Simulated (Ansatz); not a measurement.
# H8OSSi2: the cost of one run

Computed with Ansatz 0.2.0, Gaussian basis. Level: PBE0-D4, def2-SVP first, then def2-TZVP.

152 further runs of the same task are left out: 152 set aside as unsound or not needed.

## Step 1: Where the work starts

The guess: 12 atoms, charge 0, spin multiplicity 1.

Atoms are counted from 1 here; the program's logs count them from 0.

Bond lengths: Si1–O2 1.999 Å, Si1–H3 1.495 Å, Si1–H4 1.465 Å, Si1–Si5 2.309 Å, Si1–S7 2.432 Å, O2–H8 0.958 Å, Si5–H9 1.469 Å, Si5–H10 1.465 Å, Si5–H11 1.465 Å, H6–S7 1.529 Å, S7–H12 1.326 Å. Angles: O2–Si1–H3 159.9°, O2–Si1–H4 87.5°, O2–Si1–Si5 84.8°, O2–Si1–S7 72.6°, H3–Si1–H4 97.5°, H3–Si1–Si5 105.1°, H3–Si1–S7 87.3°, H4–Si1–Si5 133.3°, H4–Si1–S7 105.3°, Si5–Si1–S7 115.9°, Si1–O2–H8 125.7°, Si1–Si5–H9 114.8°, Si1–Si5–H10 110.2°, Si1–Si5–H11 110.4°, H9–Si5–H10 107.2°, H9–Si5–H11 107.3°, H10–Si5–H11 106.6°, Si1–S7–H6 64.1° and more.

As a file:

```xyz
12

Si   -0.4006   -0.7750    0.3786
O     1.4533   -0.0435    0.5384
H    -1.5603   -1.5593   -0.1459
H    -0.0895   -1.6356    1.5227
Si   -1.0334    1.4378    0.1882
H     1.6579   -0.7709   -0.4996
S     0.8964   -1.6724   -1.4725
H     2.0496   -0.1885    1.2743
H    -0.4061    2.1637   -0.9241
H    -2.4843    1.5348    0.0068
H    -0.7169    2.1674    1.4181
H     0.6338   -0.6585   -2.2851
```

Distances that are to change: Si1–S7 2.43 Å, O2–H6 1.28 Å, Si1–O2 2.00 Å, H6–S7 1.53 Å.

## Step 2: Constrained relaxation of the guess

hold/in.yaml

```yaml
crystal:
  periodic: [false, false, false]
  atoms:
    - {symbol: Si, position_ang: [-0.400600, -0.775000, 0.378600]}
    - {symbol: O, position_ang: [1.453300, -0.043500, 0.538400]}
    - {symbol: H, position_ang: [-1.560300, -1.559300, -0.145900]}
    - {symbol: H, position_ang: [-0.089500, -1.635600, 1.522700]}
    - {symbol: Si, position_ang: [-1.033400, 1.437800, 0.188200]}
    - {symbol: H, position_ang: [1.657900, -0.770900, -0.499600]}
    - {symbol: S, position_ang: [0.896400, -1.672400, -1.472500]}
    - {symbol: H, position_ang: [2.049600, -0.188500, 1.274300]}
    - {symbol: H, position_ang: [-0.406100, 2.163700, -0.924100]}
    - {symbol: H, position_ang: [-2.484300, 1.534800, 0.006800]}
    - {symbol: H, position_ang: [-0.716900, 2.167400, 1.418100]}
    - {symbol: H, position_ang: [0.633800, -0.658500, -2.285100]}
basis:
  gaussian: {orbitals: def2-SVP}
hamiltonian: {xc: pbe0, dispersion: d4}
relax: {f_tol: 0.04, max_steps: 150, escape_saddle: false, constraints: [{distance: [0, 6]}, {distance: [1, 5]}, {distance: [0, 1]}, {distance: [5, 6]}]}
```

Launch:

```
ansatz run in.yaml --threads 4 --pin off --events-out ev --progress --plain --max-ram 9574MiB
```

**Question.** How long does this run take on 4 threads of Arm Neoverse V1, shared host?

About 9.5 s.
